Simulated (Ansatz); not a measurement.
Task: a single point in a Gaussian basis of CH5FGeSe, SMILES [CH3][GeH]([F])[SeH], with Ansatz's Python interface. Give the script and its output. Use: PBE0, def2-SVPD basis, multiplicity 1.

`ch5fgese.xyz`
```text
9

C     0.04950    0.55250   -1.06510
Ge    0.37190   -0.72530    0.29970
F     1.81780   -0.28100    1.13190
Se   -1.34220   -0.77250    1.82400
H    -0.92930    0.31260   -1.62770
H    -0.12430    1.61070   -0.60900
H     0.87100    0.63190   -1.79300
H     0.58700   -2.09990   -0.36000
H    -1.21290    0.72480    2.18210
```

Script `energy_ch5fgese.py`:
```python
from pathlib import Path
import argparse

import ansatz as az
import numpy as np
import pandas as pd

parser = argparse.ArgumentParser(description="Single point of CH5FGeSe.")
parser.add_argument("--basis-set", required=True, help="Gaussian basis set")
parser.add_argument("--functional", required=True, help="exchange-correlation functional")
args = parser.parse_args()

geometry = az.Crystal.molecule_from_extxyz("ch5fgese.xyz")

model = (
    geometry.calculation()
    .basis(gaussian=args.basis_set)
    .functional(args.functional)
    .forces()
    .orbitals()
)
print(model.to_yaml())
done = model.run(runs_dir="runs")
summary = done.report

for key in ("converged", "free_energy_ev", "reference_energy_ev", "n_frozen", "n_occupied", "n_virtual"):
    print(f"{key:22s} {summary[key]}")

field = summary["mean_field"]
print("<S^2> =", round(abs(field["state"]["spin_squared"]), 4), " all-electron relativity setting:", field["relativity"])
print("passes:", field["passes"])
if "symmetry" in field:
    print("occupied orbitals by irrep:", field["symmetry"]["occupied"])

symbols = [site.symbol for site in geometry.cartesian_sites]
forces = np.array(summary["forces_ev_ang"])
print("largest force", round(float(np.linalg.norm(forces, axis=1).max()), 4), "eV/A, rms", round(float(np.sqrt((forces ** 2).mean())), 4))

charges = summary["charge_distribution"]
table = pd.DataFrame({"atom": symbols, "mulliken": charges["mulliken_charges_e"], "lowdin": charges["lowdin_charges_e"]})
print(table.round(3).to_string())
print("dipole (e A):", np.round(charges["dipole_moment_e_ang"], 4) + 0.0)

lines = Path(summary["orbitals_path"]).read_text().splitlines()
field_of = lambda key: [line.split("=")[1].strip() for line in lines if line.startswith(key)]
orbitals = [(27.211386 * float(e), s, float(n)) for e, s, n in zip(field_of("Ene="), field_of("Spin="), field_of("Occup="))]
homo = max(e for e, _, n in orbitals if n > 0.5)
lumo = min(e for e, _, n in orbitals if n < 0.5)
print(f"HOMO {homo:.3f} eV, LUMO {lumo:.3f} eV, gap {lumo - homo:.3f} eV")
```

```console
$ python energy_ch5fgese.py --basis-set def2-SVPD --functional pbe0
crystal:
  periodic: [false, false, false]
  atoms:
    - { symbol: C, position_ang: [0.0495, 0.5525, -1.0651] }
    - { symbol: Ge, position_ang: [0.3719, -0.7253, 0.2997] }
    - { symbol: F, position_ang: [1.8178, -0.281, 1.1319] }
    - { symbol: Se, position_ang: [-1.3422, -0.7725, 1.824] }
    - { symbol: H, position_ang: [-0.9293, 0.3126, -1.6277] }
    - { symbol: H, position_ang: [-0.1243, 1.6107, -0.609] }
    - { symbol: H, position_ang: [0.871, 0.6319, -1.793] }
    - { symbol: H, position_ang: [0.587, -2.0999, -0.36] }
    - { symbol: H, position_ang: [-1.2129, 0.7248, 2.1821] }
basis:
  gaussian:
    orbitals: def2-SVPD
hamiltonian:
  xc: pbe0
output:
  orbitals: {}
  forces: true

converged              True
free_energy_ev         -125668.6428400426
reference_energy_ev    -125668.6428400426
n_frozen               0
n_occupied             [43, 43]
n_virtual              [119, 119]
<S^2> = 0.0  all-electron relativity setting: none
passes: {'evaluations': 15, 'products': 12}
occupied orbitals by irrep: [{'A': 43}, {'A': 43}]
largest force 2.8943 eV/A, rms 0.8703
  atom  mulliken  lowdin
0    C    -0.341   0.230
1   Ge     1.044   0.131
2    F    -0.725  -0.236
3   Se    -0.434   0.700
4    H     0.149  -0.118
5    H     0.147  -0.109
6    H     0.003  -0.170
7    H    -0.008  -0.067
8    H     0.167  -0.361
dipole (e A): [-0.2619  0.117  -0.3739]
HOMO -7.328 eV, LUMO -0.619 eV, gap 6.709 eV
```

Total energies depend on the basis set; only differences at equal settings carry meaning. The geometry is a force-field or estimated start, not a minimum of this method, and the basis set is short of its limit. The Löwdin charges here are taken after orthogonalising the functions within each atom; they differ from plain Löwdin charges, and their signs can be unphysical. Levels such as HOMO and LUMO are orbital energies: with these approximate functionals they aren't the ionisation energy and electron affinity, and their gap isn't the fundamental gap. Hardware and time: 12 s on 1 thread of Arm Neoverse V2 (shared host), peak memory 0.58 GiB.
